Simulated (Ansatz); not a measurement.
**CH₉InOSSi₂: how energies converge with the basis set**

An exercise on one series of results from a longer session: the logs are not shown, and one member is left open.

Method: one geometry, several basis sets; program: Ansatz 0.2.0, Gaussian basis.

The runs, in order: PBE0-D4/def2-SVP; ωB97M-V/def2-SVP; PBE0-D4/def2-QZVPP; ωB97M-V/def2-QZVPP; the functionals' def2-TZVPP values are taken from earlier runs.

1 further run of the same task is left out (for a known fault of the program).

## The geometry

The geometry comes from an earlier relaxation with PBE0-D4 in a triple-zeta def2 set; it is a stationary point, not always the lowest conformer. In takes the def2 core potential; no spin-orbit term is included.

15 atoms, charge 0, spin multiplicity 1.

Atoms are counted from 1 here; the program's logs count them from 0.

Bond lengths: Si1–Si2 2.345 Å, Si1–H7 1.482 Å, Si1–H8 1.494 Å, Si1–H9 1.484 Å, Si2–O3 1.688 Å, Si2–H10 1.489 Å, Si2–H11 1.484 Å, O3–C4 1.441 Å, C4–S5 1.807 Å, C4–H12 1.091 Å, C4–H13 1.094 Å, S5–In6 2.469 Å, In6–H14 1.715 Å, In6–H15 1.714 Å. Angles: Si2–Si1–H7 112.3°, Si2–Si1–H8 104.9°, Si2–Si1–H9 111.3°, H7–Si1–H8 108.5°, H7–Si1–H9 111.5°, H8–Si1–H9 108.0°, Si1–Si2–O3 113.2°, Si1–Si2–H10 110.2°, Si1–Si2–H11 112.5°, O3–Si2–H10 107.4°, O3–Si2–H11 103.7°, H10–Si2–H11 109.5°, Si2–O3–C4 117.5°, O3–C4–S5 109.1°, O3–C4–H12 106.3°, O3–C4–H13 110.7°, S5–C4–H12 111.7°, S5–C4–H13 110.0° and more.

The first run:

in.yaml reads:

```yaml
crystal:
  periodic: [false, false, false]
  atoms:
    - {symbol: Si, position_ang: [-0.590024, -1.682507, 1.356837]}
    - {symbol: Si, position_ang: [0.784715, -1.164358, -0.470369]}
    - {symbol: O, position_ang: [0.796892, 0.481078, -0.847358]}
    - {symbol: C, position_ang: [1.023516, 1.409078, 0.231416]}
    - {symbol: S, position_ang: [-0.560721, 1.836306, 0.987758]}
    - {symbol: In, position_ang: [-1.339880, 1.602562, -1.342941]}
    - {symbol: H, position_ang: [-2.008086, -1.325187, 1.113578]}
    - {symbol: H, position_ang: [-0.493813, -3.166739, 1.500034]}
    - {symbol: H, position_ang: [-0.079888, -1.066671, 2.606680]}
    - {symbol: H, position_ang: [2.190329, -1.567520, -0.188250]}
    - {symbol: H, position_ang: [0.326400, -1.809951, -1.725573]}
    - {symbol: H, position_ang: [1.508134, 2.280667, -0.210596]}
    - {symbol: H, position_ang: [1.690986, 0.974033, 0.981729]}
    - {symbol: H, position_ang: [-0.720033, 2.805172, -2.396305]}
    - {symbol: H, position_ang: [-2.528508, 0.394036, -1.596640]}
basis:
  gaussian: {orbitals: def2-SVP}
hamiltonian: {xc: pbe0, dispersion: d4}
output: {orbitals: {seedname: orbitals}}
```

On the command line:

```sh
> ansatz run in.yaml --threads 2 --pin off --events-out ev --progress --plain --max-ram 32768MiB --backend cpu
```

Steps of the session up to this table: PBE0-D4 in def2-SVP; ωB97M-V in def2-SVP; PBE0-D4 in def2-QZVPP; ωB97M-V in def2-QZVPP.

One table of the session follows, with a row left open; its other results are not shown here.

It belongs to the step «Density functionals: the series». 

```
functional       basis  HOMO (eV)  LUMO (eV)
   PBE0-D4    def2-SVP      -6.57      -1.18
   PBE0-D4  def2-TZVPP      -6.65      -1.33
   PBE0-D4  def2-QZVPP      -6.67      -1.35
   ωB97M-V    def2-SVP      -8.68       0.43
   ωB97M-V  def2-TZVPP          ?          ?
   ωB97M-V  def2-QZVPP      -8.82       0.08
```

Q: Estimate the row for ωB97M-V, def2-TZVPP from the others.

The run gave: HOMO (eV): -8.80; LUMO (eV): 0.15. In the column «HOMO (eV)» it lies between ωB97M-V, def2-QZVPP (-8.82) and ωB97M-V, def2-SVP (-8.68).
